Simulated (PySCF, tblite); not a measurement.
**C2H13BSi4: geometry, infrared bands and NMR shifts**

Wanted: the infrared bands and NMR shifts of C2H13BSi4 (`[SiH3]C[Si@H]1B[SiH2][SiH2]C1`), by calculation.

The runs use tblite 0.8.0 and PySCF 2.14.0, with density-fitted response routines of our own; the level of theory stands in each step. All values are computed, except where a source is named. Atoms count from 0, in the outputs and in this text.

## (1) Starting geometry

20 atoms, charge 0, multiplicity 1; geometry from: force field or distance geometry start.

Bonds of the start (Å): Si0–C1 1.87, C1–Si2 1.85, Si2–B3 1.93, B3–Si4 1.92, Si4–Si5 2.23, Si5–C6 1.88, C6–Si2 1.89, Si0–H7 1.47, Si0–H8 1.47, Si0–H9 1.47, C1–H10 1.11, C1–H11 1.12, Si2–H12 1.46, B3–H13 1.19, Si4–H14 1.47, Si4–H15 1.48, Si5–H16 1.46, Si5–H17 1.47, C6–H18 1.11, C6–H19 1.10.

## (2) Geometry optimisation with GFN2-xTB

What the job is given:

```
{"job": {"kind": "relax", "xc": "GFN2-xTB", "basis": "xTB"}, "charge": 0, "multiplicity": 1}
Si     2.962800     0.917800     0.200500
C      1.554400    -0.105800     0.884000
Si     0.454500    -0.699400    -0.484500
B     -0.867700    -1.911900     0.235900
Si    -2.615700    -1.136300     0.445600
Si    -2.122300     0.929600    -0.226500
C     -0.535600     0.738600    -1.210300
H      2.422900     2.132800    -0.437600
H      3.712000     0.127100    -0.782900
H      3.847600     1.316300     1.300400
H      0.967200     0.493300     1.611300
H      1.981800    -0.994000     1.418200
H      1.227000    -1.347800    -1.533800
H     -0.579900    -2.974900     0.690300
H     -3.579500    -1.774800    -0.462700
H     -3.060200    -1.139600     1.852100
H     -3.186600     1.519900    -1.039800
H     -1.845200     1.749400     0.962100
H      0.052200     1.677300    -1.175600
H     -0.794700     0.493200    -2.249800
```

Command:

```
$ OMP_NUM_THREADS=1 python probes_run.py task.json out
```

The driver reads the jobs from task.json and runs them one after another.

**Question.** This job is followed by: GFN2-xTB harmonic vibrations, gas phase; GIAO PBE0/pcSseg-1 NMR shielding, non-relativistic, gas phase. Predict these results of the whole session: strongest single infrared mode (GFN2-xTB); zero-point energy (GFN2-xTB); ¹³C shifts against TMS (PBE0/pcSseg-1); ¹H shifts against TMS (PBE0/pcSseg-1, means over atoms taken as alike); ²⁹Si shifts against TMS (PBE0/pcSseg-1); ¹¹B shifts against BF3·OEt2 (PBE0/pcSseg-1).

As calculated:

| quantity | value |
| --- | --- |
| strongest single infrared mode (GFN2-xTB) | 2159 cm⁻¹, 570 km/mol |
| zero-point energy (GFN2-xTB) | 81.5 kcal/mol |
| ¹³C shifts against TMS (PBE0/pcSseg-1) | -9.5, -16.6 ppm |
| ¹H shifts against TMS (PBE0/pcSseg-1, means over atoms taken as alike) | 14.69, 5.01, 4.46, 4.08, 3.99, 3.98, 3.75, 0.55, 0.01, -0.71, -0.73 ppm |
| ²⁹Si shifts against TMS (PBE0/pcSseg-1) | -32.4, -70.5, -72.3, -112.6 ppm |
| ¹¹B shifts against BF3·OEt2 (PBE0/pcSseg-1) | 154.6 ppm |

**Reading.** Over 115 steps the energy fell by 0.418 eV; of the close pairs, Si4–Si5 changed most, 2.228 to 2.334 Å. All 54 modes are real, so the xTB geometry is a minimum. The strongest single mode, at 2159 cm⁻¹, moves mainly H17. Unscaled tight-binding wavenumbers are off by several per cent, some by more. Its intensities can rank the bands wrongly. At PBE0/pcSseg-1: Shielding is most anisotropic at B3 (span 375 ppm, paramagnetic term -257 ppm).
